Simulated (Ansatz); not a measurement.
# MgSi4N2: the cost of one run

Method: DFT PBE, scalar-relativistic, plane waves, PAW, unless a step names another level, in Ansatz 0.2.0.

## Step 1: Starting point

It takes space group Immm (No. 71, orthorhombic). The conventional cell has a = 3.562 Å, b = 6.596 Å, c = 8.990 Å, α = 90.00°, β = 90.00°, γ = 90.00°. Mg (site symmetry mmm) has 4 N at 2.26 Å as nearest neighbours. Around Si (site symmetry m) lie 1 N at 1.75 Å. N (site symmetry m2m) is surrounded by 2 Si at 1.75 Å and 2 Mg at 2.26 Å.

Structure file:

```
Mg Si N
1.0
    -1.78093    3.29797    4.49499
     1.78093   -3.29797    4.49499
     1.78093    3.29797   -4.49499
Mg Si N
1 4 2
Direct
  0.00000 0.00000 0.00000
  0.49538 0.67817 0.81721
  0.50462 0.32183 0.18279
  0.86097 0.67817 0.18279
  0.13903 0.32183 0.81721
  0.78869 0.50000 0.28869
  0.21131 0.50000 0.71131
```

It came out lowest among 35 distinct ends of the trial cells. At a tolerance of 0.05 Å it has space group Immm (No. 71).

## Step 2: A stricter relaxation, on the response runs' mesh and smearing

File input.yaml:

```yaml
crystal:
  lattice:
    - [-1.7809256308, 3.2979746457, 4.4949909817]
    - [1.7809256308, -3.2979746457, 4.4949909817]
    - [1.7809256308, 3.2979746457, -4.4949909817]
  atoms:
    - { symbol: Mg, position: [0.0, 0.0, 0.0] }
    - { symbol: Si, position: [0.4953835791, 0.6781749815, 0.8172085976] }
    - { symbol: Si, position: [0.5046164209, 0.3218250185, 0.1827914024] }
    - { symbol: Si, position: [0.860966384, 0.6781749815, 0.1827914024] }
    - { symbol: Si, position: [0.139033616, 0.3218250185, 0.8172085976] }
    - { symbol: "N", position: [0.7886906751, 0.5, 0.2886906751] }
    - { symbol: "N", position: [0.2113093249, 0.5, 0.7113093249] }
basis:
  ecutwfc: 420
kpoints:
  mp_grid: { grid: [10, 10, 10] }
hamiltonian:
  xc: pbe
scf:
  occupations: { method: gaussian, width: 0.1 }
output:
  forces: true
  stress: true
  eigenvalues: true
relax:
  adjacent_minimum: "off"
  f_tol: 0.001
  max_steps: 60
  cell: { stress_tol: 0.01 }
```

Command:

```bash
ansatz run input.yaml --threads 3 --pin off --max-ram 7680MiB --backend cpu --events-out ev --progress --plain --runs-dir out
```

Q: Estimate wall time and peak memory on 3 threads of Arm Neoverse V1, shared host.

About 60 s, with a peak of 0.67 GiB.
